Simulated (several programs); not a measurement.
What each method gives for SnTe (rocksalt)

Measured values to be reproduced:
- volume: 31.66 Å³ an atom (from the lattice constants; cubic cell parameter a0 at room temperature, sample B; 300 K; “Carrier concentration dependence of structural disorder in thermoelectric Sn1−xTe”; heavily p-type, Sn-deficient sample (Sn vacancies); 2016; pmc:5391859)

SnTe built on the rocksalt prototype, relaxed with r2SCAN in Ansatz, was computed with several methods. The symmetry is Fm-3m (No. 225, cubic); a = 6.379 Å in the conventional setting, 32.44 Å³ an atom. Sn has 6 Te at 3.19 Å; Te has 6 Sn at 3.19 Å. (Simulation; spin polarisation is off.)

```yaml
crystal:
  lattice:
    - [0.00000, 3.18933, 3.18933]
    - [3.18933, 0.00000, 3.18933]
    - [3.18933, 3.18933, 0.00000]
  atoms:
    - { symbol: Sn, position: [0.00000, 0.00000, 0.00000] }
    - { symbol: Te, position: [0.50000, 0.50000, 0.50000] }
```

Gaps and times are for a single point on this cell; volume and bulk modulus come from each method's own relaxation or energy curve at fixed shape. Times are rough, from shared hosts (INTEL XEON PLATINUM 8581C CPU @ 2.10GHz; Intel Xeon Platinum 8259CL CPU @ 2.50GHz), and each method has its own mesh and cell size. A star marks a curve whose lowest point is an end point. PM6 (MOPAC), PM7 (MOPAC), GFN1-xTB (tblite), GFN2-xTB (tblite) treat a cluster of cells at its zone centre, which samples few k points: where these miss a band edge, the gap comes out too large for that reason alone. Gaps from k meshes are read at a limited set of points (mesh, symmetry points, PBE's band edges), so each method's own least gap may be somewhat smaller. xTB and the PM methods were fitted mostly to molecules, and can miss a solid's gap by electronvolts. Minimal bases can be far off for gaps. Times of the plane-wave ladder aren't listed, since it ran on unlike processors and cards. d marks a direct gap, i an indirect one (no mark: not told apart), a dash a value that wasn't computed or didn't pass its checks.

```csv
method,kind,gap (eV),own volume (Å³/atom),bulk modulus (GPa),atoms computed,processor time
PBEsol,semilocal,–,31.04,–,2,–
light PBE (260 eV and a coarse mesh),light plane-wave,0.02,–,–,2,1 s
LDA,semilocal,0.01,30.29,–,2,–
PBE,semilocal,0.01,32.93,39,2,–
PM7 (MOPAC),semi-empirical,4.25,–,–,cluster,3.2 s
PBE/single zeta (GPAW),small basis,0.03 d,–,–,2,4.3 s
PM6 (MOPAC),semi-empirical,2.69,–,–,cluster,4.8 s
GFN1-xTB (tblite),tight binding,0.81,–,–,cluster,6.7 s
r2SCAN,semilocal,0.15 d,32.44,44,2,–
PBE+SOC,semilocal,0.15 d,–,–,2,–
PBE/SZV (CP2K),small basis,0.11 d,35.70*,42*,2,11 s
PBE/DZVP (CP2K),small basis,0.04 d,33.45,40,2,25 s
GFN2-xTB (tblite),tight binding,0.08,–,–,cluster,37 s
PBE0,hybrid,0.75 d,–,–,2,–
HSE06,hybrid,0.25 d,32.22,–,2,–
HSE06+SOC,hybrid,0.01,–,–,2,–
```

Against HSE06 (0.25 eV) and with closed or daggered gaps left aside, the nearest gap at the points sampled is that of PBE+SOC (-0.10 eV) and the farthest that of PM7 (MOPAC) (+4.00 eV). HSE06 is only a yardstick of convenience, and nearness to it can be luck.

Volumes against r2SCAN's: PBEsol -4.3 %, LDA -6.6 %, PBE +1.5 %, PBE/DZVP (CP2K) +3.1 %, HSE06 -0.7 %.

With PBE the bands overlap or touch, or nearly. Semilocal functionals can close a real gap, so this doesn't show a metal; small gaps of other methods may in turn close between the points read or with spin-orbit coupling, and the solid may be a semimetal.

Comparison with experiment:
- Volume, measured 31.66 Å³ an atom: PBEsol -1.9 %, LDA -4.3 %, PBE +4.0 %, r2SCAN +2.5 %, PBE/DZVP (CP2K) +5.6 %, HSE06 +1.8 %.
The calculations are for a static lattice; samples hold vibrations, temperature and, in optical gaps, excitons. A measured value is shown where most reports agree with it, and only for the quantities listed.

Only the rows marked +SOC include spin-orbit coupling.
